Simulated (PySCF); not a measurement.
# CeCl4 (Ce(Cl)4-): the cost of one run

Computed with PySCF 2.14.0. Level: r2SCAN, Ce lcecp-1-SVP with ECP47, Cl def2-SVP; scalar-relativistic core potentials, no spin–orbit coupling.

4 further runs of the same task are left out: 2 for a known fault of the program, 2 that didn't finish.

## (1) The starting structure

5 atoms, charge -1, spin multiplicity 1.

Bond lengths: Ce1–Cl2 2.704 Å, Ce1–Cl3 2.704 Å, Ce1–Cl4 2.704 Å, Ce1–Cl5 2.704 Å. Angles: Cl2–Ce1–Cl3 109.5°, Cl2–Ce1–Cl4 109.5°, Cl2–Ce1–Cl5 109.5°, Cl3–Ce1–Cl4 109.5°, Cl3–Ce1–Cl5 109.5°, Cl4–Ce1–Cl5 109.5°.

Geometry (Å):

```
atom    x (Å)    y (Å)    z (Å)
 Ce1   0.0000   0.0000   0.0000
 Cl2   1.5611   1.5611   1.5611
 Cl3  -1.5611  -1.5611   1.5611
 Cl4   1.5611  -1.5611  -1.5611
 Cl5  -1.5611   1.5611  -1.5611
```

Formal oxidation states: Ce +3. Each metal's 1 4f electrons lie in its core potential, so multiplicities, spins and levels count the valence alone.

## (2) SCF at the start, singlet

Input file run.py (the lines that set the calculation):

```python
mol = gto.M(atom='''
Ce     0.00000     0.00000     0.00000
Cl     1.56110     1.56110     1.56110
Cl    -1.56110    -1.56110     1.56110
Cl     1.56110    -1.56110    -1.56110
Cl    -1.56110     1.56110    -1.56110''',
    basis={'Ce': 'lcecp-1-SVP', 'Cl': 'def2-SVP'},
    ecp={'Ce': 'lcecp-1-SVP'},
    charge=-1, spin=0)
mf = dft.RKS(mol, xc='R2SCAN')
mf.grids.atom_grid = (50, 194)  # f atoms: unpruned, at least (60, 302)
mf = mf.density_fit()  # fitting sets: Ce AutoAux, Cl def2-universal-JKFIT
mf.conv_tol = 1e-08; mf.max_cycle = 55
mf.kernel(dm0)  # dm0: free metal ions and neutral atoms
```

Command:

```console
$ OMP_NUM_THREADS=2 python run.py
```

Q: Estimate wall time and peak memory on 2 threads of Arm Neoverse V1, shared host.

About 5.3 s, with a peak of 0.51 GiB.
